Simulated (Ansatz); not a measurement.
# Ag6PdRh3: the cost of one run

Method: DFT PBE, scalar-relativistic, plane waves, PAW, in Ansatz 0.2.0.

### 1 The starting structure

The cell holds 20 atoms (Ag12Pd2Rh6): a = 7.547 Å, b = 7.547 Å, c = 7.547 Å, α = 106.60°, β = 106.60°, γ = 115.38°.

The sites of an ideal fcc lattice, at a guessed lattice constant, take 6 Rh, 2 Pd, 12 Ag (sublattices apart by semicolons), with a shake of 0.02 Å. Warren-Cowley parameters of the first shell (negative: unlike neighbours preferred): Ag-Pd -0.04, Ag-Rh -0.04, Pd-Rh +0.03. In a cell this small the draw can fall short of the order aimed at.

The coordinates stand in the first input below.

### 2 Relaxing on a coarse mesh

Cell and atoms move without symmetry, on a coarse mesh with loose thresholds.

The input, input.yaml:

```yaml
crystal:
  lattice:
    - [-6.05081838, 4.03387892, 2.01693946]
    - [6.05081838, 4.03387892, -2.01693946]
    - [-2.01693946, -4.03387892, -6.05081838]
  atoms:
    - { symbol: Rh, position: [0.0943831448, 0.6969092806, 0.7999850753] }
    - { symbol: Rh, position: [0.6993512306, 0.8982275843, 0.6026586653] }
    - { symbol: Rh, position: [0.3500821456, 0.451690122, 0.3071907329] }
    - { symbol: Rh, position: [0.3986858184, 0.8013519655, 0.1989525641] }
    - { symbol: Rh, position: [0.7982223859, 0.5961877316, 0.3996465879] }
    - { symbol: Rh, position: [0.8525568279, 0.9471391716, 0.2964720583] }
    - { symbol: Pd, position: [0.4436330143, 0.150296429, 0.1025972063] }
    - { symbol: Pd, position: [0.8945531255, 0.2971693076, 0.1951980852] }
    - { symbol: Ag, position: [0.052641298, 0.3520954214, 0.8980534644] }
    - { symbol: Ag, position: [0.5458994153, 0.8474221036, 0.8963339252] }
    - { symbol: Ag, position: [0.14990054, 0.0494448467, 0.6964184199] }
    - { symbol: Ag, position: [0.1963133417, 0.3961849105, 0.5932192797] }
    - { symbol: Ag, position: [0.2480216191, 0.7532490843, 0.5009044996] }
    - { symbol: Ag, position: [0.5997011969, 0.2011157245, 0.7993762119] }
    - { symbol: Ag, position: [0.6507804817, 0.5470422483, 0.6988544911] }
    - { symbol: Ag, position: [0.2959269478, 0.0970102432, 0.3991698503] }
    - { symbol: Ag, position: [0.001671454, 0.0011330912, 0.0029659299] }
    - { symbol: Ag, position: [0.7531962153, 0.2529108621, 0.4996091518] }
    - { symbol: Ag, position: [0.5029962416, 0.5043651615, 0.0019366562] }
    - { symbol: Ag, position: [0.9479874521, 0.6483836381, 0.0997414413] }
  symmetry: { detect: false }
basis:
  ecutwfc: 420
kpoints:
  mp_grid: { grid: [2, 2, 2], shift: [0.5, 0.5, 0.5] }
hamiltonian:
  xc: pbe
scf:
  occupations: { method: gaussian, width: 0.1 }
  lower_state_search: "off"
output:
  forces: true
  stress: true
  eigenvalues: true
relax:
  adjacent_minimum: "off"
  f_tol: 0.04
  max_steps: 50
  cell: { stress_tol: 0.3 }
```

Started as:

```sh
$ ansatz run input.yaml --threads 4 --pin off --max-ram 9216MiB --backend cpu --events-out ev --progress --plain --runs-dir out
```

Q: Estimate wall time and peak memory on 4 threads of Intel Xeon Platinum 8375C at 2.90GHz (Ice Lake), shared host.

About 73 s, with a peak of 1.7 GiB.
